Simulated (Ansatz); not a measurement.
# BGeH2 (doublet): wave-function methods side by side at distance Ge1–B2 = 2.026 Å, cc-pVTZ

Aim: climb from Hartree-Fock through coupled cluster and multireference methods for BGeH2 (doublet) at one geometry and basis, and see what each rung misses.

Method: cc-pVTZ, core rule «outside noble gas», up to 15 orbitals frozen; program: Ansatz 0.2.0, Gaussian basis.

To be run: UHF; CCSD(T) on ROHF; CCSD(T) on UHF; BCCD(T) on ROHF; CISD; CCSDT(Q) on ROHF; CCSDT(Q) on UHF; CASSCF and NEVPT2, 3 electrons in 3 orbitals; CASSCF and NEVPT2, 9 electrons in 10 orbitals.

### Step 1. What is computed

The geometry derives from a PBE0/def2-TZVP stationary point (not a proven minimum). One bond is set to the value named and the two fragments are kept rigid. No spin-orbit coupling is included. The filled d shell of Ge may be among the frozen orbitals whatever the setting's name suggests; the logs give the count.

4 atoms, charge 0, spin multiplicity 2.

Atoms are counted from 1 here; the program's logs count them from 0.

Bond lengths: Ge1–B2 2.026 Å, Ge1–H3 1.520 Å, Ge1–H4 1.520 Å. Angles: B2–Ge1–H3 120.2°, B2–Ge1–H4 120.2°, H3–Ge1–H4 119.5°.

### Step 2. UHF

Input file in.yaml:

```yaml
crystal:
  periodic: [false, false, false]
  atoms:
    - {symbol: Ge, position_ang: [0.000000, 0.000000, -0.238214]}
    - {symbol: B, position_ang: [0.000000, 0.000000, 1.787786]}
    - {symbol: H, position_ang: [0.000000, 1.313392, -1.003990]}
    - {symbol: H, position_ang: [0.000000, -1.313392, -1.003990]}
basis:
  gaussian: {orbitals: cc-pVTZ}
magnetization: {spin_polarized: true, initial_magnetization: 1}
hamiltonian: {xc: hf}
output: {orbitals: {seedname: orbitals}}
```

On the command line:

```sh
$ ansatz run in.yaml --threads 1 --pin off --events-out ev --progress --plain --max-ram 2816MiB --backend cpu
```

Further steps of the session: CCSD(T) on ROHF; CCSD(T) on UHF; BCCD(T) on ROHF; CISD; CCSDT(Q) on ROHF; CCSDT(Q) on UHF; CASSCF and NEVPT2, 3 electrons in 3 orbitals; CASSCF and NEVPT2, 9 electrons in 10 orbitals.

**Question.** What will the summary of the whole plan be? Wanted: UCCSDT(Q) below the RHF energy; RMP2 from UCCSDT(Q); UMP2 from UCCSDT(Q); RCCSD from UCCSDT(Q); RCCSD(T) from UCCSDT(Q); UCCSD(T) from UCCSDT(Q); RCCSDT(Q) from UCCSDT(Q); NEVPT2 pair from UCCSDT(Q); NEVPT2 valence from UCCSDT(Q).

**Answer**, as computed:

| quantity | value |
| --- | --- |
| UCCSDT(Q) below the RHF energy | -6.0364 eV |
| RMP2 from UCCSDT(Q) | +130.5 kJ/mol |
| UMP2 from UCCSDT(Q) | +142.9 kJ/mol |
| RCCSD from UCCSDT(Q) | +27.2 kJ/mol |
| RCCSD(T) from UCCSDT(Q) | +5.4 kJ/mol |
| UCCSD(T) from UCCSDT(Q) | +6.9 kJ/mol |
| RCCSDT(Q) from UCCSDT(Q) | +0.3 kJ/mol |
| NEVPT2 pair from UCCSDT(Q) | +125.5 kJ/mol |
| NEVPT2 valence from UCCSDT(Q) | +90.0 kJ/mol |
| levels within 1 kcal/mol (43 meV) | RCCSDT, UCCSDT, RCCSDT(Q) |
| T1 diagnostic | 0.022 |
| effectively unpaired electrons | 1.14 |

In words: RCCSD(T) lands +5.4 kJ/mol from the yardstick (0.9 % of the correlation energy). One determinant dominates. Of the multireference levels listed NEVPT2 valence comes nearest in total energy (+90.0 kJ/mol), which doesn't show that its space is the better one. These misses are within one basis, not against nature; the frozen cores of restricted and unrestricted runs differ, which can shift their rows.
